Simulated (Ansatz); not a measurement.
# NbAg4: the cost of one run

Method: DFT PBE, scalar-relativistic, plane waves, PAW, in Ansatz 0.2.0.

**1. Starting point**

Symmetry: P-3m1, No. 164, trigonal system. The conventional cell has a = 3.156 Å, b = 3.156 Å, c = 10.149 Å, α = 90.00°, β = 90.00°, γ = 120.00°. Nb (site symmetry -3m) is surrounded by 6 Ag at 2.27 Å. Ag (site symmetry 3m) is surrounded by 3 Nb at 2.27 Å. Around Ag (site symmetry 3m) lie 12 Ag at 3.06 to 3.16 Å.

Structure file:

```cif
data_structure
_symmetry_space_group_name_H-M 'P-3m1'
_symmetry_Int_Tables_number 164
_cell_length_a 3.1564
_cell_length_b 3.1564
_cell_length_c 10.1493
_cell_angle_alpha 90.000
_cell_angle_beta 90.000
_cell_angle_gamma 120.000
_cell_volume 87.57
loop_
_atom_site_label
_atom_site_type_symbol
_atom_site_symmetry_multiplicity
_atom_site_Wyckoff_symbol
_atom_site_fract_x
_atom_site_fract_y
_atom_site_fract_z
_atom_site_occupancy
Nb1 Nb 1 a 0.00000 0.00000 0.00000 1
Ag1 Ag 2 d 0.33333 0.66667 0.86586 1
Ag2 Ag 2 d 0.33333 0.66667 0.37680 1
```

The cell is invented: species swapped into a database cell of Co4H (P-3m1, No. 164), with Ag on the Co sites and Nb on the H sites. Its size is a rough estimate.

**2. The guess as it stands, on a coarse mesh**

Input file input.yaml:

```yaml
crystal:
  lattice:
    - [3.15639311, 0.0, 0.0]
    - [-1.57819656, 2.73351662, 0.0]
    - [0.0, 0.0, 10.14932328]
  atoms:
    - { symbol: Nb, position: [0.0, 0.0, 0.0] }
    - { symbol: Ag, position: [0.33333333, 0.66666667, 0.86585528] }
    - { symbol: Ag, position: [0.33333333, 0.66666667, 0.37679535] }
    - { symbol: Ag, position: [0.66666667, 0.33333333, 0.13414472] }
    - { symbol: Ag, position: [0.66666667, 0.33333333, 0.62320465] }
basis:
  ecutwfc: 420
kpoints:
  mp_grid: { grid: [6, 6, 2] }
hamiltonian:
  xc: pbe
scf:
  occupations: { method: gaussian, width: 0.1 }
  lower_state_search: "off"
output:
  forces: true
  stress: true
  eigenvalues: true
```

Run with:

```bash
ansatz run input.yaml --threads 1 --pin off --max-ram 2560MiB --backend cpu --events-out ev --progress --plain --runs-dir out
```

Q: Estimate wall time and peak memory on 1 thread of Arm Neoverse V2, shared host.

About 3.2 s, with a peak of 0.36 GiB.
